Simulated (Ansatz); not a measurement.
# FeNi3 (Awaruite): the cost of one run

Computed with Ansatz 0.2.0 through its Python package. The levels of theory stand in the script.

**1. The system**

Symmetry: Pm-3m, No. 221, cubic system. Conventional cell: a = 3.545 Å, b = 3.545 Å, c = 3.545 Å, α = 90.00°, β = 90.00°, γ = 90.00°. Around Fe (site symmetry m-3m) lie 12 Ni at 2.51 Å. Around Ni (site symmetry 4/mmm) lie 4 Fe at 2.51 Å and 8 Ni at 2.51 Å.

No structure file is read: the coordinates are typed or built in the script.

**2. The script**

File feni3_lattice.py:

```python
"""Relaxed cell of FeNi3 under several functionals."""

import ansatz as az
import numpy as np
from pymatgen.core import Lattice, Structure
from pymatgen.io.ase import AseAtomsAdaptor

def edges_and_angles(cell):
    cell = np.asarray(cell)
    a, b, c = np.linalg.norm(cell, axis=1)
    cosines = cell[1] @ cell[2] / (b * c), cell[0] @ cell[2] / (a * c), cell[0] @ cell[1] / (a * b)
    return (a, b, c, *np.degrees(np.arccos(cosines)))


def main() -> None:
    pmg_structure = Structure(
        Lattice([(3.545, 0.0, 0.0), (0.0, 3.545, 0.0), (0.0, 0.0, 3.545)]),
        ["Fe", "Ni", "Ni", "Ni"],
        [
            (0.0, 0.0, 0.0),
            (0.0, 0.5, 0.5),
            (0.5, 0.0, 0.5),
            (0.5, 0.5, 0.0),
        ],
    )
    system = az.Crystal.from_ase(AseAtomsAdaptor.get_atoms(pmg_structure)).moments(Fe=3.5, Ni=1.5)

    base = (
        system.calculation()
        .spin(az.SpinTreatment.COLLINEAR)  # spin-polarised run
        .occupations("Fermi-Dirac", width=150 * az.meV)  # fractional filling near the Fermi level
        .basis(21 * az.Ha)
        .kpoints(spacing=0.22)  # sampling of the Brillouin zone
        .relax(cell=True, force_tolerance=0.05)
    )

    levels = [("revpbe", "d3bj"), ("pbe", "d4"), ("pbe", "none"), ("r2scan", "d4")]
    print("level            a       b       c    alpha   beta  gamma  V/atom  steps")
    for name, dispersion in levels:
        seen = []
        run = base.functional(name, dispersion=dispersion).session().plan()
        result = run.execute(on_event=lambda e: seen.append(e) if e["event"] == "relax_step" else None)
        cell = result.lattice.cell_ang
        label = name if dispersion == "none" else f"{name}+{dispersion}"
        print("{:13s} {:7.4f} {:7.4f} {:7.4f} {:6.2f} {:6.2f} {:6.2f}".format(label, *edges_and_angles(cell)), f"{abs(np.linalg.det(cell)) / len(result.lattice.sites):7.3f} {len(seen):5d}")


if __name__ == "__main__":
    main()
```

**3. The input behind the calls**

The package turns the script's settings into the engine's input (first run):

```yaml
crystal:
  lattice:
    - [3.545, 0.0, 0.0]
    - [0.0, 3.545, 0.0]
    - [0.0, 0.0, 3.545]
  atoms:
    - { symbol: Fe, position: [0.0, 0.0, 0.0] }
    - { symbol: Ni, position: [0.0, 0.5, 0.5] }
    - { symbol: Ni, position: [0.5, 0.0, 0.5] }
    - { symbol: Ni, position: [0.5, 0.5, 0.0] }
basis:
  ecutwfc: 571.4391111657479
kpoints:
  mp_grid:
    kspacing: 0.22
hamiltonian:
  xc: revpbe
  dispersion: d3bj
magnetization:
  spin_polarized: true
  per_species:
    Fe: 3.5
    Ni: 1.5
scf:
  occupations:
    method: fermi_dirac
    width: 0.15
relax:
  f_tol: 0.05
  cell: {}
```

**4. Running it**

Started as:

```console
python feni3_lattice.py
```

**Question.** How long does this script take on 1 thread of Arm Neoverse V1, shared host, and how much memory does it need?

About 8.2 min, with a peak of 0.75 GiB.
